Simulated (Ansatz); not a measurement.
# CHClGa (quartet): from Hartree-Fock to the top rungs at a displaced geometry (v1), cc-pVDZ

The task here is to estimate one member of a computed series from the others.

Computed with Ansatz 0.2.0, Gaussian basis. Level: cc-pVDZ, core rule «outside noble gas», up to 20 orbitals frozen.

Plan: UHF; CCSD(T) on ROHF; CCSD(T) on UHF; BCCD(T) on ROHF; CISD; CCSDT(Q) on ROHF; CCSDT(Q) on UHF.

23 further runs of the same task are left out: 13 that didn't finish, 10 set aside as unsound or not needed.

## The system

The geometry is a PBE0/def2-TZVP stationary point (not a proven minimum) with its atoms shifted at random (size 0.040 Å). No spin-orbit coupling is included. The filled d shell of Ga may be among the frozen orbitals whatever the setting's name suggests; the logs give the count.

4 atoms, charge 0, spin multiplicity 4.

Atoms are counted from 1 here; the program's logs count them from 0.

Bond lengths: C1–Ga2 1.935 Å, C1–H4 1.100 Å, Ga2–Cl3 2.198 Å. Angles: Ga2–C1–H4 149.2°, C1–Ga2–Cl3 120.5°.

Set-up of the first run:

Input file in.yaml:

```yaml
crystal:
  periodic: [false, false, false]
  atoms:
    - {symbol: C, position_ang: [-0.013171, -0.936053, 1.909761]}
    - {symbol: Ga, position_ang: [-0.014004, 0.351654, 0.465952]}
    - {symbol: Cl, position_ang: [0.033960, -0.318078, -1.627102]}
    - {symbol: H, position_ang: [-0.068817, -1.983187, 2.242699]}
basis:
  gaussian: {orbitals: cc-pVDZ}
magnetization: {spin_polarized: true, initial_magnetization: 3}
hamiltonian: {xc: hf}
output: {orbitals: {seedname: orbitals}}
```

On the command line:

```sh
$ ansatz run in.yaml --threads 1 --pin off --events-out ev --progress --plain --max-ram 2393MiB
```

Steps of the session up to this table: UHF; CCSD(T) on ROHF; CCSD(T) on UHF; BCCD(T) on ROHF; CISD; CCSDT(Q) on ROHF; CCSDT(Q) on UHF.

One of the session's tables, all rows but one given; the rest of the session is left out.

```
   method  from UCCSDT(Q) (meV)
     ROHF               +8340.9
      UHF               +8113.8
     RMP2                     ?
     UMP2               +1175.2
    RCCSD                +250.7
    UCCSD                +237.4
 RCCSD(T)                 +56.4
 UCCSD(T)                 +48.2
  BCCD(T)                 +55.7
   RCCSDT                 +25.6
   UCCSDT                 +16.8
RCCSDT(Q)                  +9.8
UCCSDT(Q)                     0
```

Q: Estimate the row for RMP2 from the others.

The run gave: from UCCSDT(Q) (meV): +1178.2. In the column «from UCCSDT(Q) (meV)» it lies between UMP2 (+1175.2) and UHF (+8113.8).

Not comparable, so not listed: CISD (they don't share determinant, frozen orbitals or solution with the rows shown, or repeat one).

To keep in mind: Restricted and unrestricted rows rest on different reference determinants; where their highest levels disagree by more than a few hundredths of an eV, they describe different states and don't form one ladder.
